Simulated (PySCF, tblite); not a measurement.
# Ge₂₀H₃₂: electronic excitations

Wanted: electronic excitations for Ge₂₀H₃₂.

Computed with tblite 0.8.0 and PySCF 2.14.0 and routines of our own; the level stands in each step. Atoms count from 0.

## (1) The starting structure

52 atoms, charge 0, multiplicity 1; geometry from: force field, distance geometry or constructed start.

## (2) Geometry optimisation with GFN2-xTB

Job settings and geometry (Å):

```
{"job": {"kind": "relax", "xc": "GFN2-xTB", "basis": "xTB"}, "charge": 0, "multiplicity": 1}
Ge    -1.730600     1.623600    -0.401600
Ge    -3.744200     2.785900     0.393100
Ge    -5.741200     1.623100    -0.399000
Ge    -5.747100    -0.685900     0.393800
Ge    -3.742000    -1.849300    -0.396600
Ge    -1.738800    -0.690800     0.397400
Ge     4.281000     5.100700    -0.403300
Ge     2.278800     6.259600     0.401500
Ge     0.272700     5.096900    -0.400400
Ge     0.267200     2.782500     0.401600
Ge     2.273300     1.624200    -0.402100
Ge     4.278400     2.781300     0.400000
Ge     4.277500    -1.847400    -0.395000
Ge     2.277600    -0.690900     0.397300
Ge     0.267800    -1.843000    -0.399800
Ge     0.268100    -4.163200     0.406300
Ge     2.275800    -5.319800    -0.399100
Ge     4.279800    -4.167200     0.399000
Ge    -3.741600    -4.162000     0.402500
Ge    -1.732700    -5.320800    -0.397300
H     -1.737800     1.629200    -1.928500
H     -3.741900     2.784800     1.929800
H     -3.737600     4.231500    -0.100200
H     -5.750600     1.621100    -1.931500
H     -6.996100     2.349900     0.107700
H     -5.752500    -0.691200     1.932500
H     -6.995900    -1.409800    -0.107500
H     -3.741600    -1.847500    -1.928800
H     -1.734900    -0.689900     1.928000
H      4.282000     5.099400    -1.926600
H      5.534700     5.821400     0.105700
H      2.273500     6.258200     1.930200
H      2.274400     7.700600    -0.108700
H      0.272100     5.097700    -1.926300
H     -0.979000     5.822600     0.103500
H      0.270500     2.785500     1.927100
H      2.274600     1.625500    -1.934100
H      4.281800     2.785800     1.927400
H      5.532200     2.057600    -0.106900
H      4.276100    -1.844700    -1.928800
H      5.531000    -1.128600     0.110600
H      2.281300    -0.695900     1.933700
H      0.274900    -1.847100    -1.933600
H      0.272600    -4.164300     1.928200
H      2.271700    -5.320000    -1.927600
H      2.273500    -6.763700     0.103400
H      4.283300    -4.163700     1.929400
H      5.530800    -4.883000    -0.104500
H     -3.739400    -4.163400     1.930200
H     -4.989300    -4.884900    -0.104800
H     -1.736400    -5.329000    -1.926900
H     -1.728900    -6.764000     0.106500
```

On the command line:

```bash
OMP_NUM_THREADS=4 python large_run.py task.json out
```

One launch serves the whole session: the jobs run in the order shown.

Standard output:

```text
step      E/eV     max force
  0   -1498.58341    0.953
  1   -1498.76193    0.672
  2   -1499.07700    0.410
  3   -1499.14166    0.417
  4   -1499.30106    0.297
  5   -1499.32544    0.204
  6   -1499.33686    0.137
  7   -1499.34487    0.122
  8   -1499.35505    0.173
  9   -1499.36265    0.151
 10   -1499.36936    0.123
 11   -1499.37551    0.133
 12   -1499.38263    0.172
 13   -1499.39102    0.195
 14   -1499.40152    0.199
 15   -1499.41258    0.156
 16   -1499.42067    0.111
 17   -1499.42533    0.087
 18   -1499.42924    0.088
 19   -1499.43445    0.092
 20   -1499.44103    0.112
 21   -1499.44753    0.124
 22   -1499.45257    0.122
 23   -1499.45662    0.114
 24   -1499.46036    0.090
 25   -1499.46419    0.090
 26   -1499.46709    0.097
 27   -1499.46988    0.100
 28   -1499.47332    0.113
 29   -1499.47752    0.112
 30   -1499.48156    0.118
 31   -1499.48464    0.105
 32   -1499.48675    0.074
 33   -1499.48823    0.048
 34   -1499.48909    0.036
 35   -1499.48953    0.028
 36   -1499.48985    0.027
 37   -1499.49027    0.033
 38   -1499.49081    0.040
 39   -1499.49139    0.041
 40   -1499.49190    0.043
 41   -1499.49227    0.031
 42   -1499.49253    0.023
 43   -1499.49275    0.025
 44   -1499.49297    0.029
 45   -1499.49323    0.026
 46   -1499.49350    0.023
 47   -1499.49374    0.025
 48   -1499.49398    0.026
 49   -1499.49423    0.028
 50   -1499.49452    0.031
 51   -1499.49483    0.031
 52   -1499.49512    0.033
 53   -1499.49540    0.027
 54   -1499.49568    0.027
 55   -1499.49596    0.033
 56   -1499.49626    0.030
 57   -1499.49662    0.037
 58   -1499.49710    0.037
 59   -1499.49778    0.046
 60   -1499.49860    0.053
 61   -1499.49945    0.060
 62   -1499.50022    0.053
 63   -1499.50091    0.039
 64   -1499.50151    0.040
 65   -1499.50200    0.034
 66   -1499.50235    0.028
 67   -1499.50259    0.024
 68   -1499.50276    0.022
 69   -1499.50294    0.025
 70   -1499.50314    0.022
 71   -1499.50335    0.025
 72   -1499.50354    0.023
 73   -1499.50370    0.021
 74   -1499.50386    0.023
 75   -1499.50404    0.029
 76   -1499.50422    0.024
 77   -1499.50435    0.016
```

Wall time 8.1 s (4 threads of Arm Neoverse V1, shared host); peak memory 0.16 GiB.

Along the way:

```tsv
step	energy from step 0 (eV)	largest force (eV/Å)
0	0.0000	0.9532
1	-0.1785	0.6718
2	-0.4936	0.4101
3	-0.5583	0.4170
4	-0.7177	0.2974
5	-0.7420	0.2039
6	-0.7534	0.1366
7	-0.7615	0.1220
8	-0.7716	0.1722
13	-0.8076	0.1946
19	-0.8510	0.0918
25	-0.8808	0.0895
31	-0.9012	0.1050
37	-0.9069	0.0328
43	-0.9093	0.0247
49	-0.9108	0.0276
55	-0.9126	0.0326
61	-0.9160	0.0607
67	-0.9192	0.0233
73	-0.9203	0.0215
74	-0.9205	0.0230
75	-0.9206	0.0289
76	-0.9208	0.0245
77	-0.9209	0.0157
```

Distances of close pairs at the start and the end, largest changes first:

```tsv
bond	before (Å)	after (Å)	change (Å)
Ge6–Ge7	2.449	2.399	-0.050
Ge6–Ge11	2.455	2.407	-0.047
Ge12–Ge17	2.452	2.405	-0.047
Ge7–Ge8	2.453	2.407	-0.046
Ge18–Ge19	2.453	2.410	-0.043
Ge16–Ge17	2.446	2.404	-0.042
Ge1–Ge2	2.443	2.405	-0.038
Ge2–Ge3	2.441	2.405	-0.037
```

The end geometry stands in the next job.

## (3) Electronic excitations: TDDFT PBE/def2-SVP

Job settings and geometry (Å):

```
{"job": {"kind": "uv", "basis": "def2-SVP", "grid": 1, "kgrid": 0, "vcut": null, "nstates": 6, "ntriplets": 2, "tda": false, "delta": ["ip_vertical"], "pop": true, "xc": "PBE"}, "charge": 0, "multiplicity": 1}
Ge    -1.778661     1.662788    -0.268147
Ge    -3.847516     2.793843     0.305716
Ge    -5.857246     1.637285    -0.331536
Ge    -5.908274    -0.662961     0.367157
Ge    -3.900341    -1.910209    -0.195189
Ge    -1.797124    -0.730143     0.301127
Ge     4.362963     5.242748    -0.318690
Ge     2.359772     6.399673     0.317086
Ge     0.346735     5.244381    -0.320429
Ge     0.277245     2.882598     0.262180
Ge     2.357055     1.680799    -0.261550
Ge     4.368137     2.921552     0.318999
Ge     4.343095    -1.935842    -0.305408
Ge     2.328709    -0.708812     0.269224
Ge     0.266443    -1.921430    -0.300273
Ge     0.294932    -4.333246     0.196409
Ge     2.379343    -5.448124    -0.368116
Ge     4.345988    -4.254809     0.330527
Ge    -3.786248    -4.266902     0.376355
Ge    -1.802941    -5.413541    -0.373348
H     -1.816689     1.655782    -1.810871
H     -3.892068     3.026392     1.806973
H     -3.862885     4.223518    -0.214409
H     -5.996440     1.670952    -1.841218
H     -7.109941     2.373347     0.115446
H     -6.137081    -0.745167     1.867036
H     -7.140599    -1.381342    -0.162120
H     -3.915497    -1.920041    -1.736590
H     -1.751287    -0.719625     1.848045
H      4.533754     5.344510    -1.821229
H      5.602119     5.957474     0.189864
H      2.361472     6.598287     1.819639
H      2.359807     7.830290    -0.190535
H      0.160855     5.398416    -1.820678
H     -0.884108     5.968051     0.204532
H      0.281341     2.920319     1.805754
H      2.387687     1.702059    -1.805151
H      4.594464     2.836680     1.819128
H      5.610270     2.217383    -0.205695
H      4.569436    -1.856154    -1.806255
H      5.588857    -1.234360     0.215772
H      2.341734    -0.744741     1.811825
H      0.253090    -1.877136    -1.847048
H      0.295352    -4.350096     1.738025
H      2.422880    -5.686053    -1.868126
H      2.373548    -6.875313     0.159709
H      4.443744    -4.357924     1.839747
H      5.609479    -4.971127    -0.116344
H     -3.893136    -4.413715     1.885213
H     -5.039363    -5.005671    -0.077567
H     -1.877738    -5.580877    -1.881766
H     -1.816305    -6.866685     0.083743
```

Level: TDDFT PBE/def2-SVP, vertical, gas phase, core orbitals frozen in the response.

Standard output:

```text
start: PBE on a coarse grid of 214596 points
cycle   1  E = -41547.6985411202  dE = -1.029e+01  |g| = 2.034e+00  |ddm| = 7.805e+00
cycle   2  E = -41547.4648336973  dE =  2.337e-01  |g| = 2.482e+00  |ddm| = 2.528e+00
cycle   3  E = -41548.0543532775  dE = -5.895e-01  |g| = 1.822e-01  |ddm| = 1.850e+00
cycle   4  E = -41548.0667198387  dE = -1.237e-02  |g| = 6.750e-02  |ddm| = 4.506e-01
cycle   5  E = -41548.0683343150  dE = -1.614e-03  |g| = 3.105e-02  |ddm| = 1.554e-01
cycle   6  E = -41548.0686494729  dE = -3.152e-04  |g| = 6.709e-03  |ddm| = 5.306e-02
final grid: 214596 points
cycle   7  E = -41548.0686021772  dE =  4.730e-05  |g| = 1.274e-02  |ddm| = 2.797e-02
cycle   8  E = -41548.0684205508  dE =  1.816e-04  |g| = 2.682e-02  |ddm| = 5.667e-02
cycle   9  E = -41548.0686528695  dE = -2.323e-04  |g| = 2.689e-03  |ddm| = 4.101e-02
cycle  10  E = -41548.0686665453  dE = -1.368e-05  |g| = 5.107e-04  |ddm| = 5.263e-03
cycle  11  E = -41548.0686604724  dE =  6.073e-06  |g| = 7.485e-05  |ddm| = 7.959e-04
converged SCF energy = -41548.0686604724
Vertical ionisation energy (delta-SCF) = 7.4321 eV   <S^2> = 0.751

Static polarisability (au): isotropic 771.683, principal 408.286 917.395 989.367

Singlet excitations
state   eV       nm        f      main configurations
  1   3.5965    344.7   0.21288   H-1->L 0.93
  2   3.6134    343.1   0.32567   H->L 0.91
  3   3.7455    331.0   0.00301   H-2->L 0.95
  4   3.8370    323.1   0.00139   H->L+1 0.91
  5   3.8393    322.9   0.00031   H-1->L+1 0.96
  6   3.9687    312.4   0.00296   H-1->L+2 0.91

Triplet excitations (Tamm-Dancoff, eV): 3.3370 3.3487
```

It took 69 s on 4 threads of Arm Neoverse V1, shared host; peak memory 2.9 GiB.

Frontier orbitals and where they lie:

```tsv
orbital	eV	atoms
HOMO−4	-6.75	Ge9 10 %, Ge8 10 %, Ge14 9 %
HOMO−3	-6.75	Ge0 13 %, Ge13 12 %, Ge1 8 %
HOMO−2	-6.37	Ge19 9 %, Ge18 9 %, Ge10 8 %
HOMO−1	-6.09	Ge5 11 %, Ge14 11 %, Ge12 7 %
HOMO	-6.08	Ge13 9 %, Ge0 9 %, Ge14 8 %
LUMO	-2.66	Ge14 8 %, Ge5 8 %, Ge13 8 %
LUMO+1	-2.31	Ge9 10 %, Ge10 10 %, Ge13 10 %
LUMO+2	-2.18	Ge9 11 %, Ge10 11 %, Ge14 10 %
LUMO+3	-2.02	Ge5 9 %, Ge14 9 %, Ge4 8 %
```

With each of the 6 states as a Gaussian band of 0.4 eV half-width at 1/e, the curve within the window shown has maxima at 343 nm (ε 22,000) L/(mol cm). Beyond the last state computed it falls off for lack of states. The curve at chosen wavelengths:

(nm, ε (L/mol/cm)): (290, 1524), (295, 2636), (300, 4223), (305, 6304), (310, 8817), (315, 11613), (320, 14473), (324, 16638), (329, 18980), (334, 20728), (339, 21748), (344, 21996), (349, 21508), (354, 20390), (359, 18790), (364, 16871), (369, 14791), (374, 12687), (379, 10667), (383, 9163), (388, 7463), (393, 5985), (398, 4731), (403, 3692), (408, 2848), (413, 2173)

Ground-state properties from the same run:

```tsv
property	computed
dipole moment (D)	0.07
polarisability (Å³)	114.35
HOMO–LUMO gap (eV)	3.42
−ε(HOMO) (eV)	6.08
```

## (4) What came out

| quantity | value |
| --- | --- |
| lowest singlet (PBE/def2-SVP) | 3.60 eV (345 nm), f = 0.213 |
| brightest single state of those computed | state 2, 3.61 eV, f = 0.326 |
| lowest triplet | 3.34 eV |
| vertical ionisation energy (ΔSCF) | 7.43 eV |

What this shows: The first singlet state (HOMO−1→LUMO 0.93) lies at 3.60 eV and is bright; of the 6 states computed, the strongest absorption comes from states 1 to 2 together at 3.61 eV. The lowest triplet lies 0.26 eV below the lowest singlet (triplets in Tamm-Dancoff, singlets in full TDDFT). ΔSCF puts the ionisation energy at 7.43 eV, 1.35 eV above −ε(HOMO).
